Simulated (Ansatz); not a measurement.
Here is an Ansatz input file for C, space group P6_3mc. Write the same calculation for the Python package.

```yaml
crystal:
  lattice:
    - [2.47, 0.0, 0.0]
    - [-1.235, 2.13908275, 0.0]
    - [0.0, 0.0, 6.79]
  atoms:
    - { symbol: C, position: [0.0, 0.0, 0.0] }
    - { symbol: C, position: [0.0, 0.0, 0.5] }
    - { symbol: C, position: [0.3333333333333333, 0.6666666666666666, 0.005] }
    - { symbol: C, position: [0.6666666666666666, 0.3333333333333333, 0.505] }
kpoints:
  mp_grid:
    grid: [12, 12, 4]
  band_path:
    path:
      - [0.0, 0.0, 0.0]
      - [0.5, 0.0, 0.0]
      - [0.33333, 0.33333, 0.0]
      - [0.0, 0.0, 0.0]
      - [0.0, 0.0, 0.5]
      - [0.5, 0.0, 0.5]
      - [0.33333, 0.33333, 0.5]
      - [0.0, 0.0, 0.5]
    npoints: 4
hamiltonian:
  xc: pbe
  pseudopotentials:
    kind: paw
scf:
  n_extra_bands: 10
  occupations:
    method: gaussian
    width: 0.15
```

The cells in order, each with its output:

In [1]:
```python
import ansatz
import numpy as np

vectors = np.array([
    [2.47, 0.0, 0.0],
    [-1.235, 2.13908275, 0.0],
    [0.0, 0.0, 6.79],
])
system = (
    ansatz.Lattice.of(vectors)
    .atom("C", [0.0, 0.0, 0.0])
    .atom("C", [0.0, 0.0, 0.5])
    .atom("C", [1 / 3, 2 / 3, 0.005])
    .atom("C", [2 / 3, 1 / 3, 0.505])
)
```

In [2]:
```python
system.resolved().tree()["lattice"]
```
Out [2]:
```text
((2.47, 0.0, 0.0), (-1.235, 2.13908275, 0.0), (0.0, 0.0, 6.79))
```

In [3]:
```python
path = [
    ("G", (0.0, 0.0, 0.0)),
    ("M", (0.5, 0.0, 0.0)),
    ("K", (0.33333, 0.33333, 0.0)),
    ("G", (0.0, 0.0, 0.0)),
    ("A", (0.0, 0.0, 0.5)),
    ("L", (0.5, 0.0, 0.5)),
    ("H", (0.33333, 0.33333, 0.5)),
    ("A", (0.0, 0.0, 0.5)),
]
base = system.calculation()
base = base.functional("pbe")
base = base.pseudopotentials("paw")
base = base.kpoints(12, 12, 4).occupations("Gaussian", width=0.15)
base = base.band_structure([point for _, point in path], intervals=4)
base = base.scf(extra_bands=10)
outcome = base.run()
r = outcome.report

sorted(key for key in r if key.endswith("_ev"))
```
```text
DeckWarning: basis.ecutwfc = 420 eV, auto-derived from the records' recommended cutoffs: set by C (normal level)
```
Out [3]:
```text
['eigenvalues_ev', 'energy_sigma0_ev', 'entropy_ts_ev', 'fermi_energy_ev', 'free_energy_ev',
 'gap_by_band_count_ev', 'harris_foulkes_ev', 'internal_energy_ev', 'lagrangian_above_aufbau_ev',
 'lagrangian_ev', 'lagrangian_sigma0_ev', 'loop_eigenvalues_ev', 'loop_fermi_energy_ev',
 'occupations_fermi_energy_ev', 'residual_norms_ev']
```

In [4]:
```python
{key: value for key, value in r.items() if isinstance(value, (int, float)) and "ev" in key}
```
Out [4]:
```text
{'gap_by_band_count_ev': -0.015153116124824173,
 'fermi_energy_ev': 6.7980968116632825,
 'harris_foulkes_ev': -1003.6981969499707,
 'free_energy_ev': -1003.6981969484258,
 'internal_energy_ev': -1003.6952697231545,
 'lagrangian_ev': -1003.6981969484258,
 'energy_sigma0_ev': -1003.6967333357902,
 'lagrangian_sigma0_ev': -1003.6967333357902,
 'lagrangian_above_aufbau_ev': -0.0027237871529445473,
 'entropy_ts_ev': 0.0029272252712240097,
 'loop_fermi_energy_ev': 6.7980968116632825,
 'occupations_fermi_energy_ev': 6.79809681166792}
```

In [5]:
```python
n_atoms = len(r["lattice"]["sites"])
print("F =", round(r["free_energy_ev"], 4), "eV for", n_atoms, "atoms")
print("E(sigma -> 0) =", round(r["energy_sigma0_ev"], 4), "eV, TS =", round(r["entropy_ts_ev"], 5), "eV")
print("closed by", r["closed_by"], "after", r["n_iterations"], "iterations")
```
```text
F = -1003.6982 eV for 4 atoms
E(sigma -> 0) = -1003.6967 eV, TS = 0.00293 eV
closed by deck_thresholds after 6 iterations
```

In [6]:
```python
bands = outcome.band_structure()
fermi = bands.fermi_energy_ev
print(f"zero of the bands: {fermi:.3f} eV, the Fermi level found on the SCF mesh")
for spin, channel in enumerate(bands.channels):
    levels = channel.eigenvalues_ev - fermi
    crossing = [b for b in range(levels.shape[1]) if levels[:, b].min() < 0 < levels[:, b].max()]
    print(f"channel {spin}: bands that cross the Fermi level on this path:", [b + 1 for b in crossing] or "none")
    shown = crossing or sorted(np.argsort(np.abs(levels).min(axis=0))[:2])
    for k, row in zip(bands.kpoints_frac, levels[:, shown]):
        print(f"{k[0]:7.3f} {k[1]:7.3f} {k[2]:7.3f}  ", " ".join(f"{e:8.3f}" for e in row))
```
```text
zero of the bands: 6.798 eV, the Fermi level found on the SCF mesh
channel 0: bands that cross the Fermi level on this path: [9]
  0.000   0.000   0.000      4.196
  0.125  -0.000   0.000      4.642
  0.250  -0.000   0.000      5.930
  0.375  -0.000   0.000      3.361
  0.500  -0.000   0.000      1.509
  0.458   0.083   0.000      1.500
  0.417   0.167   0.000      1.421
  0.375   0.250   0.000      0.973
  0.333   0.333   0.000     -0.014
  0.250   0.250   0.000      2.523
  0.167   0.167   0.000      6.110
  0.083   0.083   0.000      4.791
  0.000   0.000   0.000      4.196
  0.000   0.000   0.125      4.381
  0.000   0.000   0.250      4.911
  0.000   0.000   0.375      5.723
  0.000   0.000   0.500      6.739
  0.125  -0.000   0.500      7.119
  0.250  -0.000   0.500      7.060
  0.375  -0.000   0.500      3.754
  0.500  -0.000   0.500      1.655
  0.458   0.083   0.500      1.618
  0.417   0.167   0.500      1.439
  0.375   0.250   0.500      0.946
  0.333   0.333   0.500      0.015
  0.250   0.250   0.500      2.801
  0.167   0.167   0.500      6.304
  0.083   0.083   0.500      7.249
  0.000   0.000   0.500      6.739
```

What to keep in mind:
- Total energies depend on the potentials; only differences at equal settings carry meaning. A total without «per atom» is that of the whole cell that was run.
- The mesh is modest for a metal, so energies can be off by several to tens of meV an atom and pressures by half a GPa or more; differences at equal mesh fare better.
- The zero of the levels is a convention of the potentials, so an absolute Fermi energy is no work function.
- A gap by band count of zero or less means overlapping bands, a metal.
- Of the deposited cell: the entry's cell lengths or inner coordinates differ somewhat from later room-temperature determinations.
- Gaps and levels are Kohn-Sham values on a finite set of k-points.
- Warnings are shown shortened and without file and line.
- The whole script took 4.7 s on 1 thread of Arm Neoverse V2, on a shared host, peak memory 0.36 GiB.

(Lines on the test bed's own set-up are left out of the output.)
